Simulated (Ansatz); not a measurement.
# CH5Cl2NOSi: the cost of one run

Program: Ansatz 0.2.0. Level of theory: RKS LDA/6-31G. These are calculated values, not measurements.

## (1) The system as given

Bond lengths: Si1–N2 1.820 Å, N2–H3 1.060 Å, N2–H4 1.060 Å, Si1–O5 1.680 Å, O5–C6 1.420 Å, C6–H7 1.110 Å, C6–H8 1.110 Å, C6–H9 1.110 Å, Si1–Cl10 2.128 Å, Si1–Cl11 2.128 Å. Angles (14 of 16 angles, heavy atoms first): N2–Si1–O5 109.4°, N2–Si1–Cl10 109.5°, N2–Si1–Cl11 109.5°, O5–Si1–Cl10 109.5°, O5–Si1–Cl11 109.5°, Cl10–Si1–Cl11 109.5°, Si1–O5–C6 125.0°, Si1–N2–H3 120.0°, Si1–N2–H4 120.0°, O5–C6–H7 109.5°, O5–C6–H8 109.5°, O5–C6–H9 109.5°, H3–N2–H4 120.0°, H7–C6–H8 109.4°.

Structure file:

```xyz
11

Si    0.0000    0.0000    0.0000
N     0.0000    0.0000    1.8200
H    -0.8770   -0.2713    2.3500
H     0.8770    0.2713    2.3500
O     1.5842    0.0000   -0.5594
C     2.3503   -1.1632   -0.8360
H     1.7187   -1.9052   -1.3675
H     3.2179   -0.8926   -1.4733
H     2.7141   -1.6023    0.1163
Cl   -1.0032    1.7381   -0.7093
Cl   -1.0032   -1.7381   -0.7093
```

## (2) Relaxing the start

The input, input.yaml:

```yaml
crystal:
  periodic: [false, false, false]
  atoms:
    - { symbol: Si, position_ang: [0.0, 0.0, 0.0] }
    - { symbol: "N", position_ang: [0.0, 0.0, 1.82] }
    - { symbol: H, position_ang: [-0.877, -0.2713, 2.35] }
    - { symbol: H, position_ang: [0.877, 0.2713, 2.35] }
    - { symbol: O, position_ang: [1.5842, 0.0, -0.5594] }
    - { symbol: C, position_ang: [2.3503, -1.1632, -0.836] }
    - { symbol: H, position_ang: [1.7187, -1.9052, -1.3675] }
    - { symbol: H, position_ang: [3.2179, -0.8926, -1.4733] }
    - { symbol: H, position_ang: [2.7141, -1.6023, 0.1163] }
    - { symbol: Cl, position_ang: [-1.0032, 1.7381, -0.7093] }
    - { symbol: Cl, position_ang: [-1.0032, -1.7381, -0.7093] }
basis:
  gaussian: { orbitals: "6-31G" }
hamiltonian:
  xc: lda
relax:
  f_tol: 0.02
  max_steps: 40
```

On the command line:

```
$ ansatz run input.yaml --threads 1 --pin off --max-ram 2048MiB --backend cpu --events-out ev --progress --plain --runs-dir out
```

**Question.** How long does this run take on 1 thread of AMD EPYC 7R43 (Zen 3), shared host, and how much memory does it need?

About 86 s, with a peak of 0.22 GiB.
